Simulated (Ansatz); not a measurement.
This script drives the Python package of Ansatz (0.2.0).

Script `ch4ozn_pa.py`:
```python
"""Proton affinity of CH4OZn at one site."""

import warnings

import ansatz
from ase import Atoms
import numpy as np

warnings.simplefilter("ignore", ansatz.DeckWarning)

atoms = Atoms(["O", "C", "Zn", "H", "H", "H", "H"], positions=[
    (-1.1464, 0.3635, -0.681),
    (-0.1419, 0.3883, 0.2158),
    (1.5513, -0.3929, -0.1684),
    (-1.3062, -0.5359, -0.8824),
    (-0.5192, 0.6023, 1.2176),
    (0.6079, 1.1768, -0.0702),
    (1.0158, -1.6701, 0.3229),
])
geometry = ansatz.Crystal.molecule_from_ase(atoms)

setup = (
    geometry.calculation()
    .basis(gaussian="def2-SVP")
    .correlation("MP2")
)
symbols = [site.symbol for site in geometry.cartesian_sites]
start = np.array([site.position_ang for site in geometry.cartesian_sites], dtype=float)
r = setup.relax(force_tolerance=0.01).run(threads=1).report
end = np.array(r["positions_ang"])

# start the new hydrogen opposite the existing bonds
away = sum((end[0] - end[j]) / np.linalg.norm(end[0] - end[j]) for j in [1, 3]) + np.array([0.15, 0.1, -0.2])
proton = end[0] + 1.0 * away / np.linalg.norm(away)
acid = ansatz.Crystal.molecule()
for symbol, place in zip(symbols, end):
    acid = acid.atom(symbol, place.tolist())
acid = acid.atom("H", proton.tolist())
protonated = (
    acid.calculation()
    .basis(gaussian="def2-SVP")
    .correlation("MP2")
    .charge(1)
    .relax(force_tolerance=0.01, max_steps=80)
)
after = protonated.run(threads=1).report
xyz = np.array(after["positions_ang"])
reach = np.linalg.norm(xyz[:-1] - xyz[-1], axis=1)
print(f"base {r['free_energy_ev']:.5f} eV, protonated {after['free_energy_ev']:.5f} eV")
print(f"the proton ends {reach.min():.3f} A from {symbols[reach.argmin()]}{reach.argmin()}")
print(f"electronic proton affinity {(r['free_energy_ev'] - after['free_energy_ev']):.3f} eV")
```

It is started by `python ch4ozn_pa.py`. Estimate its wall time and peak memory on 1 thread of Arm Neoverse V2, on a shared host.

It took about 60 s, with a peak of 0.26 GiB, for 2 runs of the engine.

```console
$ python ch4ozn_pa.py
base -51516.06184 eV, protonated -51524.97259 eV
the proton ends 0.979 A from O0
electronic proton affinity 8.911 eV
```

Total energies depend on the basis set; only differences at equal settings carry meaning. The proton is put on one chosen atom, which needn't be the most basic site, so the molecule's proton affinity can be higher; the ends are stationary points, not checked by frequencies, and zero-point and thermal terms count only where printed.
